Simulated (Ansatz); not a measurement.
# Alloy of ZnSe and BeSe (52 of 64 Zn sites exchanged), 128 atoms

Aim: relax the alloy cell and compare the gap by PBEsol and HSE06 with spin–orbit coupling.

All numbers are computed with Ansatz 0.2.0 (PAW, plane waves).

## (1) The starting cell

128 atoms (52 Be, 12 Zn, 64 Se); a = 14.778 Å, b = 14.778 Å, c = 14.778 Å, α = 60.00°, β = 60.00°, γ = 60.00°. All atoms were shaken off their sites by about 0.02 Å along each axis; atoms next to an added one may be pushed further to make room.

Steps to follow: (2) PBEsol cell relaxation at the single k point (½, ½, ½), on 1 × NVIDIA GB300 Max-Q with 8 threads of Arm Neoverse-V2; (3) HSE06 with spin–orbit coupling single point at the Γ point alone, on 1 × NVIDIA GB300 Max-Q with 8 threads of Arm Neoverse-V2.

## (2) Relaxing cell and atoms with PBEsol

in.yaml

```yaml
crystal:
  lattice:
    - [0.000000, 10.449372, 10.449372]
    - [10.449372, 0.000000, 10.449372]
    - [10.449372, 10.449372, 0.000000]
  atoms:
    - { symbol: Be, position: [0.001212, 0.999664, 0.000323] }
    - { symbol: Be, position: [0.499051, 0.999204, 0.001059] }
    - { symbol: Be, position: [0.999566, 0.503594, 0.996671] }
    - { symbol: Be, position: [0.498343, 0.499314, 0.003262] }
    - { symbol: Be, position: [0.496557, 0.001064, 0.499700] }
    - { symbol: Be, position: [0.750568, 0.249187, 0.250277] }
    - { symbol: Be, position: [0.998300, 0.497836, 0.501352] }
    - { symbol: Be, position: [0.247469, 0.752503, 0.249829] }
    - { symbol: Be, position: [0.248834, 0.251937, 0.748936] }
    - { symbol: Be, position: [0.497616, 0.502366, 0.498274] }
    - { symbol: Be, position: [0.749225, 0.747778, 0.249700] }
    - { symbol: Be, position: [0.252907, 0.750612, 0.748592] }
    - { symbol: Be, position: [0.749172, 0.751099, 0.749052] }
    - { symbol: Be, position: [0.000198, 0.002049, 0.249179] }
    - { symbol: Be, position: [0.249833, 0.251649, 0.999941] }
    - { symbol: Be, position: [0.501477, 0.001562, 0.249137] }
    - { symbol: Be, position: [0.750017, 0.249069, 0.999330] }
    - { symbol: Be, position: [0.998559, 0.498976, 0.251810] }
    - { symbol: Be, position: [0.248252, 0.750027, 0.000031] }
    - { symbol: Be, position: [0.253624, 0.247753, 0.498407] }
    - { symbol: Be, position: [0.499955, 0.500789, 0.249824] }
    - { symbol: Be, position: [0.748768, 0.751287, 0.999782] }
    - { symbol: Be, position: [0.498471, 0.000062, 0.751292] }
    - { symbol: Be, position: [0.999971, 0.500888, 0.749969] }
    - { symbol: Be, position: [0.251015, 0.749197, 0.499762] }
    - { symbol: Be, position: [0.496991, 0.502080, 0.750527] }
    - { symbol: Be, position: [0.751828, 0.749236, 0.501428] }
    - { symbol: Be, position: [0.998324, 0.248681, 0.998527] }
    - { symbol: Be, position: [0.248636, 0.000459, 0.250137] }
    - { symbol: Be, position: [0.750367, 0.999361, 0.250409] }
    - { symbol: Be, position: [0.000278, 0.750892, 0.997579] }
    - { symbol: Be, position: [0.249976, 0.499289, 0.250384] }
    - { symbol: Be, position: [0.500835, 0.748988, 0.000045] }
    - { symbol: Be, position: [0.251129, 0.001974, 0.748037] }
    - { symbol: Be, position: [0.502723, 0.249133, 0.498270] }
    - { symbol: Be, position: [0.744205, 0.503759, 0.251545] }
    - { symbol: Be, position: [0.999661, 0.749793, 0.500813] }
    - { symbol: Be, position: [0.249318, 0.498979, 0.751650] }
    - { symbol: Be, position: [0.497822, 0.750811, 0.501113] }
    - { symbol: Be, position: [0.748520, 0.499609, 0.752681] }
    - { symbol: Be, position: [0.249416, 0.001193, 0.001399] }
    - { symbol: Be, position: [0.248964, 0.498453, 0.000866] }
    - { symbol: Be, position: [0.500539, 0.249275, 0.251392] }
    - { symbol: Be, position: [0.750723, 0.500445, 0.997382] }
    - { symbol: Be, position: [0.748757, 0.001311, 0.499674] }
    - { symbol: Be, position: [0.000975, 0.749856, 0.250529] }
    - { symbol: Be, position: [0.001070, 0.248655, 0.750340] }
    - { symbol: Be, position: [0.249947, 0.500911, 0.497080] }
    - { symbol: Be, position: [0.500921, 0.747557, 0.250736] }
    - { symbol: Be, position: [0.750240, 0.500189, 0.498279] }
    - { symbol: Be, position: [0.000543, 0.749862, 0.747049] }
    - { symbol: Be, position: [0.498798, 0.750219, 0.750828] }
    - { symbol: Zn, position: [0.999002, 0.001057, 0.501402] }
    - { symbol: Zn, position: [0.250288, 0.248614, 0.253303] }
    - { symbol: Zn, position: [0.751789, 0.249872, 0.747606] }
    - { symbol: Zn, position: [0.000421, 0.999521, 0.750237] }
    - { symbol: Zn, position: [0.751311, 0.248443, 0.499296] }
    - { symbol: Zn, position: [0.501927, 0.247997, 0.001019] }
    - { symbol: Zn, position: [0.998867, 0.248040, 0.501500] }
    - { symbol: Zn, position: [0.751299, 0.998979, 0.750907] }
    - { symbol: Zn, position: [0.749372, 0.001030, 0.998029] }
    - { symbol: Zn, position: [0.997147, 0.249571, 0.251915] }
    - { symbol: Zn, position: [0.251158, 0.000746, 0.497710] }
    - { symbol: Zn, position: [0.499990, 0.248733, 0.749829] }
    - { symbol: Se, position: [0.062606, 0.061853, 0.063068] }
    - { symbol: Se, position: [0.564369, 0.064623, 0.064149] }
    - { symbol: Se, position: [0.063252, 0.563289, 0.063355] }
    - { symbol: Se, position: [0.063466, 0.061308, 0.562931] }
    - { symbol: Se, position: [0.312640, 0.311480, 0.312170] }
    - { symbol: Se, position: [0.561719, 0.561726, 0.063634] }
    - { symbol: Se, position: [0.562210, 0.061002, 0.563408] }
    - { symbol: Se, position: [0.812105, 0.314574, 0.313262] }
    - { symbol: Se, position: [0.057529, 0.563176, 0.564653] }
    - { symbol: Se, position: [0.314315, 0.811912, 0.313331] }
    - { symbol: Se, position: [0.313419, 0.313842, 0.810003] }
    - { symbol: Se, position: [0.563216, 0.558946, 0.561771] }
    - { symbol: Se, position: [0.814396, 0.809365, 0.312919] }
    - { symbol: Se, position: [0.814130, 0.310082, 0.813518] }
    - { symbol: Se, position: [0.313337, 0.811664, 0.812824] }
    - { symbol: Se, position: [0.813581, 0.812538, 0.813456] }
    - { symbol: Se, position: [0.060009, 0.064694, 0.313538] }
    - { symbol: Se, position: [0.316232, 0.308218, 0.062492] }
    - { symbol: Se, position: [0.562206, 0.065607, 0.311500] }
    - { symbol: Se, position: [0.813205, 0.310013, 0.063384] }
    - { symbol: Se, position: [0.062402, 0.563708, 0.312606] }
    - { symbol: Se, position: [0.314720, 0.812668, 0.062193] }
    - { symbol: Se, position: [0.063586, 0.060431, 0.809394] }
    - { symbol: Se, position: [0.312438, 0.310806, 0.563996] }
    - { symbol: Se, position: [0.563695, 0.559696, 0.313061] }
    - { symbol: Se, position: [0.813168, 0.811578, 0.059005] }
    - { symbol: Se, position: [0.563157, 0.064979, 0.810798] }
    - { symbol: Se, position: [0.813839, 0.312843, 0.561706] }
    - { symbol: Se, position: [0.066004, 0.563174, 0.811827] }
    - { symbol: Se, position: [0.311976, 0.813296, 0.559742] }
    - { symbol: Se, position: [0.562633, 0.564933, 0.810385] }
    - { symbol: Se, position: [0.810015, 0.812012, 0.564235] }
    - { symbol: Se, position: [0.063774, 0.312152, 0.061452] }
    - { symbol: Se, position: [0.312803, 0.060709, 0.312263] }
    - { symbol: Se, position: [0.562181, 0.312593, 0.059810] }
    - { symbol: Se, position: [0.813629, 0.063137, 0.310853] }
    - { symbol: Se, position: [0.061396, 0.814372, 0.060650] }
    - { symbol: Se, position: [0.063690, 0.313481, 0.561645] }
    - { symbol: Se, position: [0.311173, 0.563647, 0.314289] }
    - { symbol: Se, position: [0.563011, 0.810999, 0.065054] }
    - { symbol: Se, position: [0.314460, 0.060169, 0.810203] }
    - { symbol: Se, position: [0.562922, 0.310187, 0.564920] }
    - { symbol: Se, position: [0.812712, 0.562857, 0.310745] }
    - { symbol: Se, position: [0.811654, 0.062737, 0.817037] }
    - { symbol: Se, position: [0.061393, 0.813552, 0.563375] }
    - { symbol: Se, position: [0.312913, 0.560217, 0.812278] }
    - { symbol: Se, position: [0.563603, 0.813340, 0.558129] }
    - { symbol: Se, position: [0.810629, 0.565160, 0.812358] }
    - { symbol: Se, position: [0.315669, 0.062991, 0.062911] }
    - { symbol: Se, position: [0.813749, 0.061829, 0.061623] }
    - { symbol: Se, position: [0.058743, 0.312706, 0.312933] }
    - { symbol: Se, position: [0.312316, 0.561698, 0.064975] }
    - { symbol: Se, position: [0.312491, 0.062545, 0.559049] }
    - { symbol: Se, position: [0.565060, 0.312219, 0.314114] }
    - { symbol: Se, position: [0.812669, 0.566270, 0.060766] }
    - { symbol: Se, position: [0.813849, 0.060493, 0.562613] }
    - { symbol: Se, position: [0.061589, 0.810382, 0.313240] }
    - { symbol: Se, position: [0.063195, 0.309664, 0.813017] }
    - { symbol: Se, position: [0.315169, 0.561716, 0.559781] }
    - { symbol: Se, position: [0.560910, 0.812756, 0.313151] }
    - { symbol: Se, position: [0.560245, 0.312706, 0.813875] }
    - { symbol: Se, position: [0.811330, 0.564554, 0.561336] }
    - { symbol: Se, position: [0.062058, 0.811773, 0.811959] }
    - { symbol: Se, position: [0.562325, 0.811529, 0.811770] }
kpoints:
  mp_grid: { grid: [1, 1, 1], shift: [0.5, 0.5, 0.5] }
hamiltonian:
  xc: pbesol
scf:
  occupations: { method: fermi_dirac, width: 0.01 }
relax:
  f_tol: 0.03
  max_steps: 80
  escape_saddle: false
  adjacent_minimum: "off"
  cell: { fix: [shape] }
output:
  forces: true
  eigenvalues: true
  populations: true
```

Started as:

```bash
$ ansatz run in.yaml --threads 8 --pin off --max-ram 118750MiB --runs-dir r --events-out ev --progress --plain --backend cuda --devices 0,
```

The runs that follow: HSE06 with spin–orbit coupling single point.

Q: Predict the outcome of this session. Wanted: for each run, top filled to lowest empty.

The runs gave:

```
                         level          time   k points  top filled to lowest empty (eV)
            PBEsol, relaxation    12 s (GPU)  (½, ½, ½)                             2.77
HSE06 with spin–orbit coupling  28 min (GPU)          Γ                             3.16
```

```
     quantity                                                                         value
   relaxation                                              5 recorded steps, 6.53 eV gained
largest shift                                                0.27 Å (Se82 and others alike)
 relaxed cell  a = 14.787 Å, b = 14.787 Å, c = 14.787 Å, α = 60.00°, β = 60.00°, γ = 60.00°
   mean bonds                                                    Be–Se 2.240, Se–Zn 2.378 Å
```

**Reading.** The relaxation lowers the energy by 6.53 eV; the largest shift is 0.27 Å (Se82 and others alike), while the volume changes by +0.2 %. Part of this undoes the random shake of the start. The mean lengths of the listed bonds run from Be–Se 2.24 Å to Se–Zn 2.38 Å. Rows on different k points differ by sampling as well as by level. With one k point the spacing samples only the states that fold onto it, so it can exceed the gap over the zone.
